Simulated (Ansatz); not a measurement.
I need a scan of the bond length of OSb. Use the Python package of Ansatz (0.2.0). Settings (for the species named): CAM-B3LYP, def2-SVP basis, multiplicity 2.

Input file `osb.xyz`:
```text
2

Sb    0.00000    0.00000    0.00000
O     0.00000    0.00000    1.96500
```

Script `scan_osb.py`:
```python
"""Potential curve of OSb along one bond."""

import ansatz as az
from ase.data import atomic_masses, atomic_numbers
import numpy as np

molecule = az.Crystal.molecule_from_extxyz("osb.xyz")

symbols = [site.symbol for site in molecule.cartesian_sites]
start = np.array([site.position_ang for site in molecule.cartesian_sites])
axis = (start[1] - start[0]) / np.linalg.norm(start[1] - start[0])
moving = [1]
lengths, energies = [1.729, 1.808, 1.886, 1.965, 2.044, 2.122, 2.201, 2.319], []
for length in lengths:
    xyz = start.copy()
    xyz[moving] += (length - np.linalg.norm(start[1] - start[0])) * axis
    point = az.Crystal.molecule()
    for symbol, place in zip(symbols, xyz):
        point = point.atom(symbol, place.tolist())
    calculation = point.calculation()
    calculation = calculation.basis(gaussian="def2-SVP").functional("CAM-B3LYP")
    calculation = calculation.spin("collinear", total=1)
    calculation = calculation.accuracy("medium")
    report = calculation.run(threads=1, pin="off").report
    energies.append(report["free_energy_ev"])
    print(f"r = {length:6.3f} A  E = {energies[-1]:.5f} eV  <S^2> = {abs(report['mean_field']['state']['spin_squared']):.3f}")

# quartic fit about the minimum
fit = np.polynomial.Polynomial.fit(lengths, np.array(energies) - min(energies), 4).convert()
roots = [r.real for r in fit.deriv().roots() if abs(r.imag) < 1e-9 and fit.deriv(2)(r.real) > 0]
r_e = min(roots, key=lambda r: abs(r - lengths[int(np.argmin(energies))]))
print(f"minimum of the fit at {r_e:.4f} A, force constant {fit.deriv(2)(r_e):.2f} eV/A^2")
m1, m2 = (atomic_masses[atomic_numbers[s]] for s in symbols)
mu = m1 * m2 / (m1 + m2)
print(f"harmonic wavenumber {521.4709 * np.sqrt(fit.deriv(2)(r_e) / mu):.0f} 1/cm, rotational constant {16.857629 / (mu * r_e ** 2):.4f} 1/cm")
```

```console
$ python scan_osb.py
r =  1.729 A  E = -8579.75202 eV  <S^2> = 0.753
r =  1.808 A  E = -8579.96603 eV  <S^2> = 0.754
r =  1.886 A  E = -8579.90524 eV  <S^2> = 0.755
r =  1.965 A  E = -8579.66509 eV  <S^2> = 0.950
r =  2.044 A  E = -8579.39797 eV  <S^2> = 1.235
r =  2.122 A  E = -8579.12430 eV  <S^2> = 1.407
r =  2.201 A  E = -8578.84113 eV  <S^2> = 1.524
r =  2.319 A  E = -8578.41826 eV  <S^2> = 1.647
minimum of the fit at 1.8216 A, force constant 41.07 eV/A^2
harmonic wavenumber 889 1/cm, rotational constant 0.3593 1/cm
```

The lowest point is at 1.808 Å. At the shortest distance (1.73 Å) the energy is 0.21 eV higher, at the longest (2.32 Å) 1.55 eV.

Notes:
- These settings explore the input space; basis and method may be short of convergence.
- The basis set is modest, and single-reference methods fail as a bond breaks.
- def2 sets replace the cores of elements past krypton by effective core potentials.
- The run takes the species as open-shell (spin multiplicity 2), which needn't be its ground state.
- The expectation value of S² is noticeably off S(S+1) in at least one run, so that state is spin-contaminated.
- Spin-orbit coupling of the heavy open-shell atom is left out.
- The spin state was assumed, and another may lie lower.
- The whole script took 32 s on 1 thread of Arm Neoverse V1 (shared host), peak memory 0.19 GiB.
